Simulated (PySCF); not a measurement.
# Br6W ([WBr6]2-): the cost of one run

Computed with PySCF 2.14.0 and routines of our own; the level stands in each step. Atoms count from 0.

### 1 The starting structure

7 atoms, charge -2, states of the metal's open shell are computed; geometry from: model geometry, bond lengths from ionic radii.

### 2 Ligand-field states: state-averaged CASSCF in water

Job settings and geometry (Å):

```
{"job": {"kind": "lf", "basis": {"metal": "x2c-TZVPall", "ligand": "x2c-SVPall"}, "nevpt": true, "solvent": "water"}, "charge": -2, "metal": "W", "open_shell": "d2"}
W      0.000000     0.000000     0.000000
Br     0.000000     0.000000     2.520000
Br     0.000000     0.000000    -2.520000
Br     2.520000     0.000000     0.000000
Br    -2.520000     0.000000     0.000000
Br     0.000000     2.520000     0.000000
Br    -0.000000    -2.520000     0.000000
```

With the program's defaults for keys left out, this is: state-averaged CASSCF of the metal d shell, SC-NEVPT2 on the averaged canonical orbitals, state-interaction spin-orbit coupling.

Launch:

```bash
> OMP_NUM_THREADS=1 python lf_run.py task.json out
```

One launch serves the whole session: the jobs run in the order shown.

Q: Estimate the wall time and peak memory of this first job on 1 thread of Intel Xeon Platinum 8375C at 2.90GHz, shared host.

About 3.7 min, with a peak of 1.1 GiB.
